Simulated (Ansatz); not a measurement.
**Zn2CuAs2O8, relaxed**

Aim: in Zn2CuAs2O8, a crystal from a database, its volume scaled a little, relax the atoms in a fixed cell, then read levels, charges and fields where it ends.

Computed, not measured: Ansatz 0.2.0, DFT, r2SCAN, no spin polarisation, plane waves, PAW.

### Step 1. The system as given

Cell: a = 5.038 Å, b = 6.625 Å, c = 5.248 Å, α = 110.16°, β = 112.09°, γ = 86.74°. Nearest neighbours (Å) of the first eight atoms: As1: 4 O at 1.65 to 1.69; As2: 4 O at 1.65 to 1.69; Zn3: 5 O at 1.94 to 2.13; Zn4: 5 O at 1.94 to 2.13; Cu5: 4 O at 1.89 to 1.98; O6: 1 As at 1.65, 1 Zn at 1.94; O7: 1 As at 1.65, 1 Zn at 1.94; O8: 1 As at 1.69, 1 Cu at 1.98, 1 Zn at 2.05.

Structure file:

```
As Zn Cu O
1.0
     5.03849    0.00000    0.00000
     0.37672    6.61393    0.00000
    -1.97368   -1.69929    4.55646
As Zn Cu O
2 2 1 8
Direct
  0.86470 0.27610 0.13800
  0.13530 0.72390 0.86200
  0.23030 0.18570 0.73570
  0.76970 0.81430 0.26430
  0.50000 0.50000 0.50000
  0.63360 0.15540 0.79860
  0.36640 0.84460 0.20140
  0.18380 0.33320 0.12900
  0.81620 0.66680 0.87100
  0.73300 0.50450 0.29210
  0.26700 0.49550 0.70790
  0.90820 0.12120 0.34290
  0.09180 0.87880 0.65710
```

The first density is read from a saved solution for the starting cell.

### Step 2. The relaxation

File input.yaml:

```yaml
crystal:
  lattice:
    - [5.03849356, 0.0, 0.0]
    - [0.37671942, 6.61393313, 0.0]
    - [-1.97368044, -1.69929429, 4.55646251]
  atoms:
    - { symbol: As, position: [0.8647, 0.2761, 0.138] }
    - { symbol: As, position: [0.1353, 0.7239, 0.862] }
    - { symbol: Zn, position: [0.2303, 0.1857, 0.7357] }
    - { symbol: Zn, position: [0.7697, 0.8143, 0.2643] }
    - { symbol: Cu, position: [0.5, 0.5, 0.5] }
    - { symbol: O, position: [0.6336, 0.1554, 0.7986] }
    - { symbol: O, position: [0.3664, 0.8446, 0.2014] }
    - { symbol: O, position: [0.1838, 0.3332, 0.129] }
    - { symbol: O, position: [0.8162, 0.6668, 0.871] }
    - { symbol: O, position: [0.733, 0.5045, 0.2921] }
    - { symbol: O, position: [0.267, 0.4955, 0.7079] }
    - { symbol: O, position: [0.9082, 0.1212, 0.3429] }
    - { symbol: O, position: [0.0918, 0.8788, 0.6571] }
kpoints:
  mp_grid: { grid: [4, 3, 4], shift: [0.0, 0.5, 0.5] }
magnetization:
  spin_polarized: false
scf:
  occupations: { method: fermi_dirac }
  lower_state_search: "off"
hamiltonian:
  pseudopotentials: { kind: paw }
  xc: r2scan
basis:
  ecutwfc: 500
  fft_grid_basis: typed
relax:
  max_steps: 40
  f_tol: 0.03
output:
  forces: true
  stress: true
  eigenvalues: true
  populations: true
  elf: true
  write_potential: true
  volumetric_format: npy
  dos:
    e_range: [-12, 8]
    de: 0.05
    projected: { site_lists: { As: [As], Cu: [Cu], O: [O], Zn: [Zn] } }
  bader: false
checkpoint:
  read: saved_state
```

Run with:

```console
$ ansatz run input.yaml --threads 2 --pin off --max-ram 2560MiB --backend cpu --events-out ev --progress --plain --runs-dir out
```

Output (excerpt; [...] marks lines left out):

```text
Warning: output.stress: scf.convergence.dr2_threshold = 1e-7 eV (the SCF's general default) is looser than the 1.3e-9 eV advised for a printed stress (1e-10 eV for each atom of the cell: 13). What an SCF threshold leaves in a stress goes as its square root, and in the free energy as the [...]
Warning: RAYON_NUM_THREADS=2 ignored (pool sized by the plan → 2); use --threads N
[...]
Pseudopotentials: kind: paw
Pseudopotential: As, paw, valence charge 15, recommended cutoff 500 eV (meta_gga), As.paw.azcp
Pseudopotential: Zn, paw, valence charge 12, recommended cutoff 500 eV (meta_gga), Zn.paw.azcp
Pseudopotential: Cu, paw, valence charge 19, recommended cutoff 500 eV (meta_gga), Cu.paw.azcp
Pseudopotential: O, paw, valence charge 6, recommended cutoff 500 eV (meta_gga), O.paw.azcp
Functional definition: r2SCAN
[...]
Crystal: 13 atoms, lattice volume = 151.841 Å³
Basis set: ecut = 500 eV, 3871 PW (Γ), exchange–correlation on 160×200×160 points (64 copies of the dense FFT grid, shifted against one another)
Bands: 74, of which v1, the nominal top of the filled ones, is band 61 counted from 1 (60 counted from 0)
Symmetry: 2 space group operations
Space group: P-1 (ITA 2), of the structure as read, at distance tolerance 5.3e-5 Å
k-points: 24 of 48
[...]
SCF iter   1: F=-27557.281376 eV  HF=-27557.277256 eV  |F-HF|=4.12e-3  |Δ(HF+E_count)|=         —  Δρ=1.38e-3  dr2=1.04e-3  dr2_τ=7.02e-4  ethr=1.21e-6  ⟨swp⟩=3.0  Hψ=10973  notcnv=0
[...]
relax step   1: F+E_penalty+E_count = -27557.28192997 eV  Δ(F+E_penalty+E_count) = +0.000e0 eV  max|allowed force component| = 7.515e-1 eV/Å  Δτ_max = 0.0000 Å  (9 SCF iters, accepted)
[...]
relax step   2: F+E_penalty+E_count = -27557.31979520 eV  Δ(F+E_penalty+E_count) = -3.787e-2 eV  max|allowed force component| = 3.920e-1 eV/Å  Δτ_max = 0.0228 Å  (8 SCF iters, dr2 threshold 3.53e-5 eV, accepted)
[...]
relax step   3: F+E_penalty+E_count = -27557.33188806 eV  Δ(F+E_penalty+E_count) = -1.209e-2 eV  max|allowed force component| = 5.986e-2 eV/Å  Δτ_max = 0.0159 Å  (8 SCF iters, dr2 threshold 9.61e-6 eV, accepted)
```

### Step 3. The log goes on

Output, continued (excerpt; [...] marks lines left out):

```text
SCF iter   1: F=-27557.331723 eV  HF=-27557.329908 eV  |F-HF|=1.82e-3  |Δ(HF+E_count)|=         —  Δρ=2.36e-3  dr2=2.47e-3  dr2_τ=4.50e-2  ethr=4.67e-5  ⟨swp⟩=2.0  Hψ=3635  notcnv=0  defer=157
[...]
relax step   4: F+E_penalty+E_count = -27557.33262835 eV  Δ(F+E_penalty+E_count) = -7.403e-4 eV  max|allowed force component| = 2.690e-2 eV/Å  Δτ_max = 0.0177 Å  (9 SCF iters, accepted)
[...]
SCF iter   2: F=-27557.332628 eV  HF=-27557.332628 eV  |F-HF|=6.10e-9  |Δ(HF+E_count)|=   5.20e-9  Δρ=2.16e-6  dr2=6.32e-9  dr2_τ=2.61e-10  ethr=1.34e-11  ⟨swp⟩=7.0  Hψ=10196  notcnv=0
[...]
SCF converged after 2 iterations
Free energy (F): -27557.332628 eV
[...]
E sigma→0 (E₀):  -27557.271774 eV
Entropy (-TS):   -0.121708 eV (-9.362 meV/atom)
Fermi energy:    7.816827 eV
[...]
--- Forces (eV/Å), atoms counted from 1 ---
  atom   1  As    -0.02339146    -0.02689439    -0.00611388
[...]
    - { symbol: O, position: [0.18698676766220707, 0.33326609079389624, 0.12710885255152266] }
    - { symbol: O, position: [0.813013232337793, 0.6667339092061036, 0.8728911474484774] }
    - { symbol: O, position: [0.732694381240429, 0.5087299478164867, 0.28993807574273783] }
    - { symbol: O, position: [0.267305618759571, 0.49127005218351316, 0.7100619242572623] }
    - { symbol: O, position: [0.9051603101786756, 0.12150276608718717, 0.34339160627606036] }
    - { symbol: O, position: [0.09483968982132426, 0.8784972339128128, 0.6566083937239398] }
--- Löwdin populations: 13 sites ---
  site symbol       q [e]
     0     As     13.0348
     1     As     13.0348
     2     Zn     10.4567
     3     Zn     10.4567
     4     Cu     17.8492
     5      O      6.9004
     6      O      6.9004
     7      O      6.8990
     8      O      6.8990
     9      O      6.8978
    10      O      6.8978
    11      O      6.9654
    12      O      6.9654
  spilling = 0.006963 (of n_electrons = 121.000000)
```

Wall time 4 min (2 threads of Arm Neoverse N1, shared host); peak memory 1.1 GiB.

The steps of the relaxation:

```
step  energy from step 1 (eV/cell)  largest force component (eV/Å)
   1                        0.0000                          0.7515
   2                       -0.0379                          0.3920
   3                       -0.0500                          0.0599
   4                       -0.0507                          0.0269
```

Step 1 is the start.

The largest move, 0.04 Å, is shared by several atoms, O6 among them.

### Step 4. States by energy

Counts of states in windows (eV from the Fermi level; tetrahedra), total and projected:

```
from    to  total  Cu d   O p  Zn d
-4.5  -4.0   3.62  0.24  2.26  0.85
-4.0  -3.5   4.72  0.44  3.05  0.92
-3.5  -3.0   5.27  0.81  3.53  0.67
-3.0  -2.5   6.08  0.88  4.27  0.68
-2.5  -2.0   6.82  1.30  4.81  0.52
-2.0  -1.5   7.67  3.42  3.61  0.42
-1.5  -1.0   1.83  0.65  1.05  0.11
-1.0  -0.5   0.00  0.00  0.00  0.00
-0.5   0.0   0.77  0.42  0.28  0.01
 0.0   0.5   1.23  0.66  0.48  0.01
 0.5   1.0   0.00  0.00  0.00  0.00
 1.0   1.5   0.00  0.00  0.00  0.00
 1.5   2.0   0.00  0.00  0.00  0.00
 2.0   2.5   0.02  0.00  0.00  0.00
 2.5   3.0   0.14  0.00  0.03  0.00
 3.0   3.5   0.30  0.00  0.07  0.00
```

### Step 5. Atomic charges

Gathered by element (positive charge: electrons given up): Löwdin charges also hold the electrons that the projection spills.

| element | atoms | Löwdin charge (e) |
| --- | --- | --- |
| As | 2 | +1.96 |
| Zn | 2 | +1.54 |
| Cu | 1 | +1.15 |
| O | 8 | -0.96 to -0.90 |

The Löwdin projection spills 0.7 % of the electrons and depends on the orbitals chosen; where it disagrees with Bader's partition, neither is an observable.

### Step 6. Real-space fields

Maps in the plane spanned by a and c at height 0.500 along b (axes of the input's cell), one cell: a runs left to right (15 points from zero), c bottom to top (16 points), 112° apart. These are the smooth PAW fields, not the true ones near the nuclei.

Valence density. Ten steps from '0' (0.04 e/Å³) to '9' (53.20 e/Å³), finer at the low end (step k begins (100^(k/10) - 1)/99 of the way up):
```
000000000000000
000011100000000
000234210000000
002455310000000
012554211100000
012442124310000
001211378620000
000001599510000
000002687311210
000001342124421
000000111245521
000000001355420
000000001243200
000000000111000
000000000000000
000000000000000
```

ELF. Values, 16 rows by 15 columns:
```
0.04 0.02 0.03 0.07 0.24 0.44 0.44 0.19 0.04 0.01 0.02 0.04 0.15 0.22 0.12
0.07 0.04 0.13 0.43 0.70 0.80 0.79 0.59 0.12 0.02 0.05 0.27 0.50 0.51 0.28
0.06 0.11 0.44 0.73 0.80 0.84 0.86 0.68 0.14 0.04 0.13 0.44 0.61 0.54 0.25
0.06 0.30 0.70 0.71 0.40 0.68 0.84 0.55 0.09 0.07 0.14 0.37 0.50 0.37 0.11
0.11 0.53 0.80 0.62 0.33 0.75 0.78 0.16 0.12 0.12 0.09 0.16 0.23 0.13 0.04
0.15 0.61 0.83 0.81 0.80 0.81 0.22 0.15 0.28 0.21 0.13 0.09 0.08 0.04 0.03
0.08 0.46 0.77 0.81 0.74 0.23 0.14 0.48 0.71 0.38 0.19 0.09 0.07 0.06 0.04
0.04 0.14 0.42 0.43 0.17 0.13 0.36 0.88 0.88 0.36 0.13 0.17 0.43 0.42 0.14
0.08 0.04 0.06 0.07 0.09 0.19 0.38 0.71 0.48 0.14 0.23 0.74 0.81 0.77 0.46
0.15 0.03 0.04 0.08 0.09 0.13 0.21 0.28 0.15 0.22 0.81 0.80 0.81 0.83 0.61
0.11 0.04 0.13 0.23 0.16 0.09 0.12 0.12 0.16 0.78 0.75 0.33 0.62 0.80 0.53
0.06 0.11 0.37 0.50 0.37 0.14 0.07 0.09 0.55 0.84 0.68 0.40 0.71 0.70 0.30
0.06 0.25 0.54 0.61 0.44 0.13 0.04 0.14 0.68 0.86 0.84 0.80 0.73 0.44 0.11
0.07 0.28 0.51 0.50 0.27 0.05 0.02 0.12 0.59 0.79 0.80 0.70 0.43 0.13 0.04
0.04 0.12 0.22 0.15 0.04 0.02 0.01 0.04 0.19 0.44 0.44 0.24 0.07 0.03 0.02
0.02 0.03 0.03 0.02 0.03 0.05 0.05 0.02 0.02 0.05 0.05 0.03 0.02 0.03 0.03
```

Atoms within 0.2 Å of the plane, in fractions of a and c: Cu at (0.50, 0.50), O at (0.73, 0.29), O at (0.27, 0.71).

Scans along the contacts give these minima of the density:

```
contact  length (Å)  minimum at (fraction)  density (e/Å³)  ELF
 As1–O6       1.664   deep in a PAW sphere               –    –
Cu5–O10       1.902   deep in a PAW sphere               –    –
 Zn3–O6       1.950   deep in a PAW sphere               –    –
```

```
fraction  As1–O6  Cu5–O10  Zn3–O6
     0.2    15.6     18.1    9.59
     0.3    6.18     4.58    2.19
     0.4    2.28     1.21   0.791
     0.5    1.52    0.699   0.609
     0.6    1.95     1.08   0.982
     0.7    3.16     2.32    2.18
     0.8    4.87      4.7    4.61
```

(Smooth valence density in e/Å³ at fractions of each contact.)

### Step 7. Summary of results

| quantity | value |
| --- | --- |
| moves | 3 |
| energy gained | 3.9 meV/atom |
| largest move | 0.04 Å (O6) |
| space group (0.01 Å), before / after | P-1 / P-1 |
| pressure left in the fixed cell | 2.5 GPa |
| character | metal |
| density of states, mean within 0.25 eV of the Fermi level | 4 per eV per cell |

In words: In the fixed cell the largest move of an atom is 0.04 Å; the energy fell by 3.9 meV per atom. The fixed cell still holds a mean pressure of 2.5 GPa, so it would expand if let free. Bands cross the Fermi level: a metal; within 0.25 eV of the Fermi level the density of states averages 4 per eV per cell, mostly Cu d (54 %) and O p (38 %), but it varies sharply: 8.5 at the Fermi level itself, on this mesh.

Keep in mind: an odd count of electrons without spin polarisation forces a partly filled band; a 3d oxide or halide that comes out metallic without a U or exact exchange, which may be an insulator in nature; the k mesh is coarse for a cell without a gap; the SCF threshold is loose for a stress.
